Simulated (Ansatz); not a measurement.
Task: a calculation of the dielectric tensor and Born charges of TePb, space group Fm-3m, with Ansatz 0.2.0 through its Python package. Give the script and its output. Use: PBE, PAW, cutoff 450 eV, 6×6×6 k-points, fixed occupations, D3BJATM dispersion.

```
Te Pb
1.0
     0.00000    3.23100    3.23100
     3.23100    0.00000    3.23100
     3.23100    3.23100    0.00000
Te Pb
1 1
Direct
  0.50000 0.50000 0.50000
  0.00000 0.00000 0.00000
```

`tepb_eps.py`
```python
import warnings

import ansatz
import numpy as np


def main() -> None:
    warnings.simplefilter("ignore", ansatz.DeckWarning)

    xtal = (
        ansatz.Lattice.of([0.0, 3.231, 3.231], [3.231, 0.0, 3.231], [3.231, 3.231, 0.0])
        .atom("Te", [0.5, 0.5, 0.5])
        .atom("Pb", [0.0, 0.0, 0.0])
    )

    calculation = (
        xtal.calculation()
        .functional("pbe", dispersion="d3bjatm")
        .basis(450)
        .kpoints(6, 6, 6, center="gamma")
        .occupations("fixed")
        .dielectric()
    )
    res = calculation.run(threads=1, pin="off")
    response = res.dielectric
    eps = np.asarray(response.eps_inf)

    values = np.linalg.eigvalsh(eps)
    print("principal values of eps_inf:", np.round(values, 3))
    print("refractive indices:", np.round(np.sqrt(values), 3))
    for site, z in zip(res.lattice.sites, response.zstar_e):
        print(f"{site.symbol:2s} Z* trace/3 = {np.trace(z) / 3:+.3f} e")
    print(f"charge neutrality missed by {response.zstar_sum_residual_pre_e:.4f} e before the sum rule")


if __name__ == "__main__":
    main()
```

```console
$ python tepb_eps.py
principal values of eps_inf: [28.515 28.515 28.515]
refractive indices: [5.34 5.34 5.34]
Te Z* trace/3 = -5.827 e
Pb Z* trace/3 = +5.827 e
charge neutrality missed by 0.0089 e before the sum rule
```

With fixed filling the reported Fermi level is the top filled level among the k-points of the SCF. Pressure is positive in compression. Spin-orbit coupling, which matters for elements this heavy, is left out. The starting cell is as deposited in a crystallographic database; the results hold for this polymorph, which needn't be the stable one. This is the electronic (clamped-ion) response; a semilocal gap that is too small tends to raise it. The typed mesh is that of the SCF; the response is solved on denser meshes that the run picks. Finished in 67 s on 1 thread of Intel(R) Xeon(R) Processor @ 2.30GHz (shared host), peak memory 0.92 GiB.
